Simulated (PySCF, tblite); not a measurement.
**CH₈P₂Si₂ (triplet), a small gas-phase stand-in for a defect centre: EPR parameters**

Wanted: the EPR parameters for `[SiH3]P[C]P[SiH3]`. It is drawn as: twofold C.

Programs: tblite 0.8.0 and PySCF 2.14.0. All values are calculated, for the isolated system unless a continuum is named. Atoms count from 0, parts from 1.

## (1) The system as given

13 atoms, charge 0, multiplicity 3; geometry: distance geometry start.

## (2) Relaxing the cluster with GFN2-xTB

The job: settings as JSON, then the geometry in Å.

```
{"job": {"kind": "relax", "xc": "GFN2-xTB", "basis": "xTB"}, "charge": 0, "multiplicity": 3}
C     -0.034707    -0.083740    -0.423971
P      1.358522     1.117301    -0.686255
Si     2.959512    -0.032083     0.372467
P     -1.443976    -1.216984    -0.210683
Si    -2.868857     0.136130     0.831977
H      1.702802     0.698937    -2.003371
H      3.026665    -1.424626    -0.124229
H      2.677604    -0.035822     1.850271
H      4.261014     0.639125     0.134236
H     -2.022696    -1.111883    -1.484430
H     -2.386882     0.475443     2.185841
H     -3.038603     1.392047     0.031527
H     -4.193966    -0.540888     0.935895
```

Method: GFN2-xTB geometry optimisation, gas phase.

Started as:

```console
$ OMP_NUM_THREADS=1 python cluster_run.py task.json out
```

This one command runs all jobs of the session in turn.

Log:

```text
step      E/eV     max force
  0    -395.82614    2.969
  1    -396.06844    2.352
  2    -396.26315    1.884
  3    -396.33374    0.518
  4    -396.34661    0.446
  5    -396.36956    0.517
  6    -396.39215    0.673
  7    -396.42363    0.460
  8    -396.43508    0.311
  9    -396.44527    0.284
 10    -396.45221    0.287
 11    -396.46144    0.310
 12    -396.47685    0.406
 13    -396.49771    0.443
 14    -396.52560    0.466
 15    -396.56432    0.428
 16    -396.60312    0.400
 17    -396.62282    0.312
 18    -396.63658    0.295
 19    -396.64084    0.280
 20    -396.64414    0.235
 21    -396.64907    0.142
 22    -396.65429    0.125
 23    -396.66216    0.241
 24    -396.66716    0.220
 25    -396.67057    0.190
 26    -396.67314    0.118
 27    -396.67716    0.163
 28    -396.68268    0.218
 29    -396.68866    0.267
 30    -396.69334    0.229
 31    -396.69742    0.150
 32    -396.70118    0.153
 33    -396.70517    0.162
 34    -396.70798    0.149
 35    -396.70950    0.126
 36    -396.71134    0.131
 37    -396.71505    0.180
 38    -396.72164    0.236
 39    -396.73027    0.240
 40    -396.73697    0.205
 41    -396.74126    0.155
 42    -396.74416    0.160
 43    -396.74749    0.172
 44    -396.75257    0.202
 45    -396.75866    0.194
 46    -396.76518    0.237
 47    -396.77225    0.231
 48    -396.77853    0.176
 49    -396.78223    0.124
 50    -396.78367    0.119
 51    -396.78532    0.128
 52    -396.78668    0.133
 53    -396.78917    0.085
 54    -396.79050    0.099
 55    -396.79203    0.096
 56    -396.79326    0.092
 57    -396.79501    0.132
 58    -396.79726    0.136
 59    -396.80066    0.166
 60    -396.80492    0.188
 61    -396.80971    0.163
 62    -396.81453    0.156
 63    -396.81959    0.219
 64    -396.82419    0.256
 65    -396.83125    0.390
 66    -396.83926    0.247
 67    -396.85144    0.114
 68    -396.85370    0.146
 69    -396.85887    0.160
 70    -396.86233    0.128
 71    -396.86669    0.122
 72    -396.86974    0.150
 73    -396.87166    0.133
 74    -396.87339    0.122
 75    -396.87461    0.117
 76    -396.87562    0.052
 77    -396.87656    0.063
 78    -396.87728    0.062
 79    -396.87787    0.054
 80    -396.87855    0.056
 81    -396.87943    0.063
 82    -396.88036    0.064
 83    -396.88089    0.067
 84    -396.88134    0.040
 85    -396.88151    0.027
 86    -396.88162    0.023
 87    -396.88175    0.026
 88    -396.88190    0.042
 89    -396.88205    0.045
 90    -396.88221    0.032
 91    -396.88229    0.014
 92    -396.88232    0.013
 93    -396.88234    0.013
 94    -396.88237    0.013
 95    -396.88241    0.016
 96    -396.88249    0.017
 97    -396.88257    0.018
 98    -396.88264    0.019
 99    -396.88268    0.018
100    -396.88274    0.022
101    -396.88282    0.023
102    -396.88291    0.024
103    -396.88301    0.023
104    -396.88311    0.020
105    -396.88325    0.033
106    -396.88343    0.042
107    -396.88362    0.035
108    -396.88375    0.020
109    -396.88383    0.021
110    -396.88389    0.027
111    -396.88398    0.037
112    -396.88425    0.045
113    -396.88461    0.041
114    -396.88498    0.048
115    -396.88529    0.049
116    -396.88559    0.044
117    -396.88585    0.050
118    -396.88590    0.085
119    -396.88626    0.044
120    -396.88644    0.029
121    -396.88673    0.037
122    -396.88690    0.033
123    -396.88709    0.036
124    -396.88725    0.033
125    -396.88737    0.032
126    -396.88750    0.041
127    -396.88768    0.038
128    -396.88783    0.029
129    -396.88792    0.023
130    -396.88797    0.021
131    -396.88801    0.030
132    -396.88807    0.023
133    -396.88812    0.015
134    -396.88815    0.014
135    -396.88816    0.011
136    -396.88818    0.009
137    -396.88819    0.010
138    -396.88820    0.010
139    -396.88821    0.008
```

It took 4.3 s on 1 thread of Arm Neoverse V2, shared host.

Step by step:

```
step  energy from step 0 (eV)  largest force (eV/Å)
   0                   0.0000                2.9695
   5                  -0.5434                0.5165
  10                  -0.6261                0.2867
  15                  -0.7382                0.4280
  20                  -0.8180                0.2348
  25                  -0.8444                0.1901
  30                  -0.8672                0.2290
  35                  -0.8834                0.1265
  40                  -0.9108                0.2049
  45                  -0.9325                0.1945
  50                  -0.9575                0.1183
  55                  -0.9659                0.0963
  60                  -0.9788                0.1882
  65                  -1.0051                0.3905
  70                  -1.0362                0.1279
  75                  -1.0485                0.1167
  80                  -1.0524                0.0563
  85                  -1.0554                0.0269
  90                  -1.0561                0.0325
  95                  -1.0563                0.0157
 100                  -1.0566                0.0214
 105                  -1.0571                0.0332
 110                  -1.0577                0.0267
 115                  -1.0591                0.0498
 120                  -1.0603                0.0290
 125                  -1.0612                0.0321
 130                  -1.0618                0.0203
 135                  -1.0620                0.0114
 139                  -1.0621                0.0078
```

Close pairs (by a distance rule), those that changed most:

| bond | before (Å) | after (Å) | change (Å) |
| --- | --- | --- | --- |
| C0–P1 | 1.858 | 1.714 | -0.145 |
| C0–P3 | 1.821 | 1.714 | -0.107 |
| Si2–H7 | 1.504 | 1.461 | -0.043 |
| P3–Si4 | 2.224 | 2.261 | +0.036 |
| Si4–H11 | 1.499 | 1.464 | -0.035 |
| Si4–H12 | 1.492 | 1.462 | -0.030 |
| P1–H5 | 1.424 | 1.401 | -0.024 |
| P1–Si2 | 2.237 | 2.260 | +0.023 |

## (3) Optimising the geometry at PBE0-D3(BJ)/def2-SVP

The job: settings as JSON, then the geometry in Å.

```
{"job": {"xc": "PBE0", "basis": "def2-SVP", "d3": "d3bj", "grid": 2, "kind": "geom", "shake": 0.01}, "charge": 0, "multiplicity": 3}
C     -0.003406    -0.066975    -0.289268
P      1.280636     0.924366     0.231869
Si     3.116587    -0.325655    -0.115288
P     -1.191205    -0.844069     0.623265
Si    -3.119846     0.344560     0.309184
H      1.420056     1.739197    -0.905881
H      3.134601    -0.991510    -1.410334
H      3.173285    -1.301629     0.968911
H      4.260678     0.611501     0.001088
H     -1.533030    -1.873504    -0.266776
H     -2.981140     1.540301     1.161348
H     -3.314455     0.724922    -1.075122
H     -4.232553    -0.498878     0.774407
```

Log:

```text
step   0  E = -1303.50787060  max force = 0.024331
step   1  E = -1303.51580371  max force = 0.006856
step   2  E = -1303.51631256  max force = 0.002657
step   3  E = -1303.51649692  max force = 0.000897
step   4  E = -1303.51654201  max force = 0.001176
step   5  E = -1303.51656783  max force = 0.000755
step   6  E = -1303.51658160  max force = 0.000196
optimisation converged
```

Run time: 1.8 min. Hardware: 1 thread of Arm Neoverse V2, shared host; peak memory 0.64 GiB.

Along the way:

```csv
step,energy from step 0 (eV),largest force component (eV/Å)
0,0.0000,1.2512
1,-0.2159,0.3525
2,-0.2297,0.1366
3,-0.2347,0.0461
4,-0.2360,0.0605
5,-0.2367,0.0388
6,-0.2370,0.0101
```

Close pairs (by a distance rule), those that changed most:

| bond | before (Å) | after (Å) | change (Å) |
| --- | --- | --- | --- |
| C0–P3 | 1.687 | 1.753 | +0.066 |
| C0–P1 | 1.704 | 1.754 | +0.050 |
| Si4–H11 | 1.449 | 1.493 | +0.044 |
| Si2–H6 | 1.456 | 1.493 | +0.036 |
| Si2–H7 | 1.460 | 1.492 | +0.032 |
| P1–Si2 | 2.248 | 2.279 | +0.031 |
| P3–H9 | 1.403 | 1.431 | +0.028 |
| P1–H5 | 1.406 | 1.431 | +0.024 |

The final coordinates are the input of the step that follows.

```
                         at the end point                value
  point group (found at 0.08 Å tolerance)                   C2
rotational constants (GHz, main isotopes)  5.007, 0.724, 0.653
                        dipole moment (D)                 0.59
                                     ⟨S²⟩                2.015
```

## (4) g tensor and hyperfine couplings: B3LYP/IGLO-III+pcH-1

The job: settings as JSON, then the geometry in Å.

```
{"job": {"kind": "epr"}, "charge": 0, "multiplicity": 3}
C     -0.030287    -0.076860    -0.375256
P      1.217964     1.075934     0.058156
Si     3.041481    -0.286734    -0.055728
P     -1.180364    -1.078819     0.489601
Si    -3.013842     0.269851     0.371805
H      1.409635     1.723089    -1.203400
H      3.083198    -1.068011    -1.326936
H      2.944932    -1.217138     1.106548
H      4.278706     0.544503     0.067648
H     -1.562066    -1.979038    -0.554770
H     -2.744230     1.427464     1.273531
H     -3.267367     0.758035    -1.015769
H     -4.205267    -0.486425     0.867354
```

Method: UKS B3LYP, IGLO-III on C P Si, pcH-1 on H, non-relativistic, mean-field spin-orbit, GIAO.

Log:

```text
UKS, coarse grid
  cycle   1  E = -1304.58827567  |g| = 2.80e-01
  cycle   2  E = -1304.52341117  |g| = 4.09e-01
  cycle   3  E = -1304.61718949  |g| = 1.05e-01
  cycle   4  E = -1304.62389487  |g| = 1.91e-02
  cycle   5  E = -1304.62420786  |g| = 8.88e-03
  cycle   6  E = -1304.62427202  |g| = 3.49e-03
  cycle   7  E = -1304.62428500  |g| = 1.20e-03
  cycle   8  E = -1304.62428693  |g| = 3.86e-04
UKS, final grid
  cycle   1  E = -1304.62429243  |g| = 4.23e-04
  cycle   2  E = -1304.62429234  |g| = 6.00e-04
  cycle   3  E = -1304.62429254  |g| = 1.17e-04
  cycle   4  E = -1304.62429255  |g| = 2.59e-05
E = -1304.62429255 Eh   <S^2> = 2.0149 (exact 2.0000)
g shifts (ppm)      1          2          3
  rmc          -148       -148       -148
  gc             32         11         20
  oz_so       -1189         76        740
  total       -1306        -62        612
hyperfine (MHz)  atom isotope    a_iso     a_fc   dipolar eigenvalues
    0   13C     134.47     134.55    -60.70     26.79     33.91
    1   31P      41.31      41.64    -30.64    -29.24     59.88
    2  29Si     -68.18     -68.28    -11.82      5.57      6.25
    3   31P      42.73      43.06    -30.46    -29.13     59.59
    4  29Si     -68.22     -68.32    -11.86      5.59      6.27
    5    1H      57.15      57.16     -2.91     -1.81      4.73
    6    1H       0.21       0.21     -2.02     -1.08      3.10
    7    1H      -2.84      -2.84     -1.82     -1.03      2.85
    8    1H      15.65      15.65     -1.46     -0.67      2.13
    9    1H      56.86      56.86     -2.91     -1.83      4.74
   10    1H      -2.85      -2.85     -1.82     -1.03      2.84
   11    1H       0.19       0.19     -2.02     -1.07      3.09
   12    1H      15.73      15.73     -1.47     -0.67      2.13
zero-field splitting (cm-1)  D = 0.4048  E = 0.0012  (spin-spin 0.3911, spin-orbit 0.0553)
```

Wall time 2.6 min (1 thread of Arm Neoverse V2, shared host); peak memory 0.97 GiB.

Principal g values 2.00101, 2.00226, 2.00293; g(iso) = 2.00207, against 2.00232 for a free electron.

Hyperfine couplings; where a row names several nuclei, a(iso) is their mean (it holds for fast rotation or exchange) and the dipolar term the largest among them:

| nuclei | isotope | a(iso) (MHz) | a(iso) (G, at g = 2.0023) | largest dipolar term (MHz) |
| --- | --- | --- | --- | --- |
| C0 | 13C | 134.5 | 48.0 | -60.7 |
| Si2, Si4 | 29Si | -68.2 | -24.3 | -11.9 |
| H5, H9 | 1H | 57.0 | 20.3 | 4.7 |
| P1, P3 | 31P | 42.0 | 15.0 | 59.9 |
| H8, H12 | 1H | 15.7 | 5.6 | 2.1 |
| H7, H10 | 1H | -2.8 | -1.0 | 2.8 |
| H6, H11 | 1H | 0.2 | 0.1 | 3.1 |

Zero-field splitting: D = 0.405 cm⁻¹ (spin-spin 0.391, spin-orbit 0.055), E = 0.001 cm⁻¹.

Mulliken spin populations:

C0 1.47; P1 0.11; Si2 0.09; P3 0.11; Si4 0.09; H5 0.05; H6 0.00; H7 0.00; H8 0.02; H9 0.05; H10 0.00; H11 0.00; H12 0.02

The fields below are evaluated on a grid from the run's orbitals.

ELF in a plane through or near 6 of the atoms.

Ten even steps from ' ' (0.00) to '@' (1.00):
```
                                                        
                                                        
                                                        
                            ..::....                    
                          ..--++==::                    
              ..::::      ::**####++..      --::        
            ::++**==      ::**::  ----....**@@@@++      
            --++**++    ::==**--++..**==++@@@@@@@@::    
        ..::..  ..::..  ==**%%::====@@**##@@@@@@@@==    
      ==####..####..==::++**%%##==%%##....%%@@@@@@--    
    --@@@@@@%%..::**%%++####****--++..####::%%%%==..    
    ==@@@@@@@@****@@++::::%%**==  ..::......::..        
    ::@@@@@@@@**==##..##::**==::    ++**++--..          
      **@@@@##....--::::::**--      ++**++::            
        --++      ..++####**::      ::--::..            
                    --++++==..        ..                
                    ..::::..                            
                                                        
                                                        
                                                        
```
The map spans 13.7 Å across and 9.0 Å up, centred on the molecule. Atoms in the plane (x, y in Å): P1 (-1.2, -1.1), Si2 (-3.0, 0.2), P3 (1.2, 1.1), Si4 (3.0, -0.2), H8 (-4.2, -0.6), H12 (4.2, 0.6).

log10 of the density (e/Å³) in the same plane.

Values, 10 rows by 14 columns:
```
-4.0 -4.0 -4.0 -4.0 -4.0 -4.0 -4.0 -4.0 -4.0 -4.0 -4.0 -4.0 -4.0 -4.0
-4.0 -4.0 -4.0 -3.7 -3.5 -3.9 -3.6 -2.6 -2.4 -2.9 -3.9 -4.0 -4.0 -4.0
-4.0 -4.0 -3.3 -2.5 -2.2 -2.7 -2.5 -1.5 -1.1 -1.8 -2.7 -2.9 -3.6 -4.0
-4.0 -3.6 -2.4 -1.3 -0.9 -1.7 -1.6 -0.5  0.1 -0.8 -1.4 -1.3 -2.3 -3.7
-4.0 -2.9 -1.7 -0.7 -0.1 -1.1 -0.8 -0.1  0.9 -0.3 -0.4  0.0 -1.6 -3.3
-4.0 -2.4 -0.7 -0.1  0.3 -0.2 -0.1 -0.2 -0.7 -0.3  1.2 -0.7 -1.9 -3.4
-4.0 -2.5 -1.0 -0.6 -0.8  0.1  0.5 -0.8 -1.6 -0.7 -0.5 -1.5 -2.6 -4.0
-4.0 -3.4 -2.4 -2.1 -1.8 -0.7 -0.6 -1.6 -2.4 -1.7 -1.6 -2.4 -3.5 -4.0
-4.0 -4.0 -3.7 -3.4 -2.6 -1.8 -1.8 -2.5 -3.3 -2.9 -2.8 -3.4 -4.0 -4.0
-4.0 -4.0 -4.0 -4.0 -4.0 -3.4 -3.4 -4.0 -4.0 -4.0 -4.0 -4.0 -4.0 -4.0
```
The map spans 13.7 Å across and 9.0 Å up, centred on the molecule. Atoms in the plane (x, y in Å): P1 (-1.2, -1.1), Si2 (-3.0, 0.2), P3 (1.2, 1.1), Si4 (3.0, -0.2), H8 (-4.2, -0.6), H12 (4.2, 0.6).

On the surface of density 0.002 e/bohr³ the electrostatic potential runs, from the 1st to the 99th percentile, from -0.51 V near C0 to 1.04 V near H12.

The spin density lies nearest to C0 61 %; P1, P3 about 11 % each.

## (5) EPR parameters: BHandHLYP/IGLO-III+pcH-1

Settings changed since step 4:

```diff
@@ -1,2 +1,2 @@
-{"job": {"kind": "epr"}, "charge": 0, "multiplicity": 3}
+{"job": {"kind": "epr", "xc": "BHandHLYP"}, "charge": 0, "multiplicity": 3}
 C     -0.030287    -0.076860    -0.375256
```

With the program's defaults for keys left out, this is: UKS BHandHLYP, IGLO-III on C P Si, pcH-1 on H, non-relativistic, mean-field spin-orbit, GIAO.

Log:

```text
UKS, coarse grid
  cycle   1  E = -1304.45692095  |g| = 2.26e-01
  cycle   2  E = -1304.48173454  |g| = 1.62e-01
  cycle   3  E = -1304.49404139  |g| = 7.21e-02
  cycle   4  E = -1304.49818490  |g| = 2.37e-02
  cycle   5  E = -1304.49898585  |g| = 6.97e-03
  cycle   6  E = -1304.49911380  |g| = 3.42e-03
  cycle   7  E = -1304.49913860  |g| = 1.14e-03
  cycle   8  E = -1304.49914093  |g| = 4.95e-04
UKS, final grid
  cycle   1  E = -1304.49914572  |g| = 3.39e-04
  cycle   2  E = -1304.49914583  |g| = 2.74e-04
  cycle   3  E = -1304.49914588  |g| = 8.17e-05
  cycle   4  E = -1304.49914591  |g| = 2.00e-05
  cycle   5  E = -1304.49914591  |g| = 9.03e-06
E = -1304.49914591 Eh   <S^2> = 2.0257 (exact 2.0000)
g shifts (ppm)      1          2          3
  rmc          -147       -147       -147
  gc             31          9         20
  oz_so       -1214         41        682
  total       -1330        -98        555
hyperfine (MHz)  atom isotope    a_iso     a_fc   dipolar eigenvalues
    0   13C     163.88     163.96    -64.32     28.19     36.13
    1   31P       9.34       9.53    -31.55    -27.59     59.14
    2  29Si     -65.97     -66.06    -11.43      5.28      6.15
    3   31P      10.77      10.96    -31.35    -27.50     58.85
    4  29Si     -66.02     -66.11    -11.46      5.29      6.17
    5    1H      56.60      56.61     -3.00     -2.05      5.05
    6    1H      -0.50      -0.50     -2.03     -1.18      3.21
    7    1H      -3.04      -3.04     -1.82     -1.10      2.92
    8    1H      14.67      14.67     -1.39     -0.67      2.05
    9    1H      56.31      56.32     -2.99     -2.07      5.06
   10    1H      -3.05      -3.05     -1.82     -1.09      2.91
   11    1H      -0.52      -0.52     -2.03     -1.17      3.21
   12    1H      14.74      14.74     -1.39     -0.66      2.05
zero-field splitting (cm-1)  D = 0.4693  E = 0.0157  (spin-spin 0.4558, spin-orbit 0.0629)
```

It took 2.5 min on 1 thread of Arm Neoverse V2, shared host; peak memory 1.1 GiB.

In short: g(iso) 2.00203.

## (6) Comparing the runs: EPR parameters

g, ⟨S²⟩ and isotropic hyperfine couplings (MHz), with basis size and wall time:

```
                     run   g(iso)   ⟨S²⟩  13C C0  29Si Si2 (mean)  1H H5 (mean)  31P P1 (mean)  1H H8 (mean)  functions     time
    B3LYP/IGLO-III+pcH-1  2.00207  2.015   134.5            -68.2          57.0           42.0          15.7        291  2.6 min
BHandHLYP/IGLO-III+pcH-1  2.00203  2.026   163.9            -66.0          56.5           10.1          14.7        291  2.5 min
```

## (7) What came out

| quantity | value |
| --- | --- |
| point group | C2 |
| rotational constants (main isotopes) | 5.01, 0.72, 0.65 GHz |
| D, E (B3LYP) | 0.405, 0.001 cm⁻¹ |
| g(iso) (B3LYP) | 2.00207 |
| ⟨S²⟩ | 2.015 (exact 2.00) |
| largest a(iso) (averaged by class) | 13C on C0, 134.5 MHz |
| potential on the surface of density 0.002 e/bohr³, 1st and 99th percentile | -0.51 V and 1.04 V |

In words: The start of the PBE0/def2-SVP relaxation was shaken at random by about 0.01 Å, so part of the energy gained, and of the first lengths quoted, undoes that. The optimisation took 6 steps and gained 0.237 eV; among the close pairs (by a distance rule), C0–P3 changed most, from 1.687 to 1.753 Å (PBE0/def2-SVP). C0 carries the largest spin population, 1.47 e. The isotropic g lies 0.3 ppt below the free-electron value. The coupling of 13C on C0 runs from 134.5 (B3LYP/IGLO-III+pcH-1) to 163.9 MHz (BHandHLYP/IGLO-III+pcH-1). The triplet was assumed; the singlet may lie lower. A capped cluster stands for the solid here, so long-range fields and strain are missing, and bands or shifts of the capping hydrogens have no counterpart in it.
